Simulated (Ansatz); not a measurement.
VCrC2: relaxation of cell and atoms with PBEsol

Crystal: VCrC2.

```
Cr V C
1.0
     1.46063    0.84330    4.73939
    -1.46063    0.84330    4.73939
     0.00000   -1.68659    4.73939
Cr V C
1 1 2
Direct
  0.50000 0.50000 0.50000
  0.00000 0.00000 0.00000
  0.24876 0.24876 0.24876
  0.75124 0.75124 0.75124
```

The cell comes from a database or a generator and needn't be the stable form of this composition.

```
Program             : Ansatz 0.2.0
Task                : relaxation of cell and atoms
Functional          : PBEsol
Potentials or basis : all-electron LAPW, scalar-relativistic
Basis error allowed : 0.002 eV/atom
k mesh              : 11 × 11 × 11
Occupations         : fermi-dirac, width 0.05 eV
Spin                : collinear spin, ferromagnetic start
Starting moments    : [3.0, 2.0, 0.0, 0.0] μB
Target pressure     : 10 GPa
```

| Property | Result |
| --- | --- |
| Relaxed volume | 8.20 Å³/atom |
| Relaxed cell | a = 4.921 Å, b = 4.921 Å, c = 4.921 Å, α = 33.77°, β = 33.77°, γ = 33.77° |
| Space group after relaxing (to 0.05 Å) | R-3m (No. 166) |
| Energy change on relaxing (the enthalpy is what falls) | -5.2 meV/atom |
| Ionic steps | 5 |
| Pressure after relaxing | 10.0 GPa |
| Largest force after relaxing | 0.003 eV/Å |
| Net moment | 0.00 μB per cell |
| Absolute moment | 0.00 μB per cell |

Forces in eV/Å, atoms in the order of the input:
```
Cr   0.000  0.000  0.000
V    0.000  0.000  0.000
C    0.000  0.000 -0.003
C    0.000  0.000  0.003
```

Step by step:
```tsv
step	energy change (eV)	largest force (eV/Å)	volume (Å³)
1	0.0000	0.0048	35.03
2	-0.0454	0.0408	33.41
3	-0.0169	0.0126	32.76
4	-0.0210	0.0034	32.82
5	-0.0210	0.0034	32.82
```

Final structure:
```cif
data_structure
_symmetry_space_group_name_H-M 'P 1'
_symmetry_Int_Tables_number 1
_cell_length_a 4.9213
_cell_length_b 4.9213
_cell_length_c 4.9213
_cell_angle_alpha 33.773
_cell_angle_beta 33.773
_cell_angle_gamma 33.773
_cell_volume 32.82
loop_
_atom_site_label
_atom_site_type_symbol
_atom_site_fract_x
_atom_site_fract_y
_atom_site_fract_z
_atom_site_occupancy
Cr1 Cr 0.50000 0.50000 0.50000 1
V1 V 0.00000 0.00000 0.00000 1
C1 C 0.24873 0.24873 0.24873 1
C2 C 0.75127 0.75127 0.75127 1
```

Run time: 2.3 min on 4 threads of Arm Neoverse V2, on a shared host, peak memory 1.2 GiB.

Caveat: the starting moments collapsed, and a magnetic state may lie lower; the starting moments weren't kept.
